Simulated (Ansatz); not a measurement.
Task: energies of removing a hydrogen of CHO₂ (charge -1), SMILES O=C[O-], with Ansatz 0.2.0 through its Python package. Give the script and its output. Settings (for the species named): r2scan0, cc-pVDZ basis, multiplicity 1.

```json
{"atom": "O", "x (Å)": "-1.0326", "y (Å)": "-0.7394", "z (Å)": "0.0033"}
{"atom": "C", "x (Å)": "0.0043", "y (Å)": "-0.0241", "z (Å)": "-0.0001"}
{"atom": "O", "x (Å)": "1.2245", "y (Å)": "-0.3371", "z (Å)": "-0.0065"}
{"atom": "H", "x (Å)": "-0.1962", "y (Å)": "1.1006", "z (Å)": "0.0033"}
```

Script `run_bde.py`:
```python
"""Cost of removing each kind of hydrogen from CHO2(-), fragments frozen."""

import logging
import sys

import ansatz as az

logging.basicConfig(stream=sys.stdout, format="%(levelname)s %(message)s")
logger = logging.getLogger("calc")
logger.setLevel(logging.INFO)

BASIS = "cc-pVDZ"
XC = "r2scan0"


def single_point(molecule, charge=0, unpaired=0):
    calc = molecule.calculation().basis(gaussian=BASIS).functional(XC).accuracy("medium")
    if charge:
        calc = calc.charge(charge)
    if unpaired:
        calc = calc.spin("collinear", total=unpaired)
    report = calc.run().report
    if report["published_state_doubts"]:
        print("  doubts:", report["published_state_doubts"])
    return report["free_energy_ev"]

GEOMETRY = """
O    -1.03260   -0.73940    0.00330
C     0.00430   -0.02410   -0.00010
O     1.22450   -0.33710   -0.00650
H    -0.19620    1.10060    0.00330
"""

def without(molecule, index):
    rest = az.Crystal.molecule()
    for i, site in enumerate(molecule.cartesian_sites):
        if i != index:
            rest = rest.atom(site.symbol, site.position_ang)
    return rest

molecule = az.Crystal.molecule()
for line in GEOMETRY.strip().splitlines():
    symbol, *xyz = line.split()
    molecule = molecule.atom(symbol, [float(v) for v in xyz])

whole = single_point(molecule, -1)
hydrogen = single_point(az.Crystal.molecule().atom("H", (0, 0, 0)), 0, 1)
logger.info(f"E(molecule) = {whole:.5f} eV, E(H) = {hydrogen:.5f} eV")
for index in [3]:
    radical = single_point(without(molecule, index), -1, 1)
    logger.info(f"H{index}: homolysis {23.060548 * (radical + hydrogen - whole):.1f} kcal/mol")
    anion = single_point(without(molecule, index), -2)
    logger.info(f"H{index}: loss of a proton {23.060548 * (anion - whole):.1f} kcal/mol")
```

Output of `python run_bde.py`:
```text
INFO E(molecule) = -5144.83266 eV, E(H) = -13.58463 eV
INFO H3: homolysis 88.2 kcal/mol
INFO H3: loss of a proton 619.4 kcal/mol
```

Notes:
- These settings explore the input space; basis and method may be short of convergence.
- The geometry is a force-field or estimated start, not a minimum of this method, and the basis set is short of its limit. All parts are taken at fixed geometry, without zero-point energy.
- Anions want diffuse functions, which this basis lacks.
- Run time: 4.1 s on 1 thread of Arm Neoverse V2 (shared host), peak memory 0.18 GiB.
